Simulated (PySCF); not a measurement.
**Yb³⁺: ionisation energy in ANO-RCC-VTZP**

Wanted: the ionisation energy of ytterbium, up a ladder of methods.

The numbers are computed with PySCF 2.14.0 (unrestricted determinants in a Gaussian basis, no spin-orbit coupling in the energies), except any that are marked as measured or tabulated.

## Step 1: What is computed

* Element: ytterbium (Z = 70)
* Basis: ANO-RCC-VTZP
* Hamiltonian: the spin-free X2C one-electron Hamiltonian (Gaussian nucleus)
* State 1: Yb³⁺: [Xe] 4f13, 2F determinant
* Needed too, but not shown: Yb²⁺ [Xe] 4f14 (1S)
* Methods: CCSD(T)
* Core shells frozen in the correlated runs: valence: [Kr] 4d10 (for Yb³⁺)

The outer shells:

Yb3+ [Xe] 4f13
```
[Xe] core
4f [↑↓][↑↓][↑↓][↑↓][↑↓][↑↓][↑ ]
```

One driver process ran all states and methods and kept the integrals in memory. Each run is shown as a PySCF script that sums up its settings (the driver passes frozen orbitals as a list and adds second-order terms of double hybrids); the logs are those of the runs themselves. The driver starts from symmetry-adapted Hartree-Fock orbitals, holds the occupation by maximum overlap and uses a logarithmic radial grid for functionals, so a plain start would take other cycles.

The integrals over 104 functions and the set-up took 45 s of CPU time.

## Step 2: Yb³⁺: CCSD(T) (valence)

Level: CCSD(T) (valence).

File input.py:

```python
from pyscf import gto, scf, dft, mp, cc
import basis_set_exchange as bse
mol = gto.M(atom="Yb 0 0 0", charge=3, spin=1, symmetry="D2h",
            basis=gto.basis.parse(bse.get_basis("ANO-RCC-VTZP", elements=["Yb"], fmt="nwchem")),
            nucmod="G")
mf = scf.UHF(mol).sfx2c1e()
mf.irrep_nelec = {'Ag': (9, 9), 'B1g': (2, 2), 'B2g': (2, 2), 'B3g': (2, 2), 'Au': (1, 1), 'B1u': (6, 6), 'B2u': (6, 6), 'B3u': (6, 5)}
mf.kernel()
mycc = cc.CCSD(mf, frozen=23).run()
mycc.ccsd_t()
```

Before running it: what results should come out?

The runs gave:

```
               quantity                                                              value
ionisation energy, Yb²⁺  UHF 20.980, CCSD(T) (valence) 25.511 eV; reference 25.053 ± 0.025
```

Accuracy by level (over 1 difference):

```tsv
method	mean absolute miss against CCSD(T) (valence) (eV)
UHF	4.531
MP2 (valence)	1.866
SCS-MP2 (valence)	0.932
CCSD (valence)	0.479
CCSD(T) (valence)	0.000
```

**Reading.** The methods span 6.397 eV, from UHF (20.980) to MP2 (valence) (27.377). The reference is uncertain or not like for like (spin-orbit coupling or other relativistic terms), so no ranking of close methods is drawn. All values hold for this basis alone; no basis-set limit was taken.
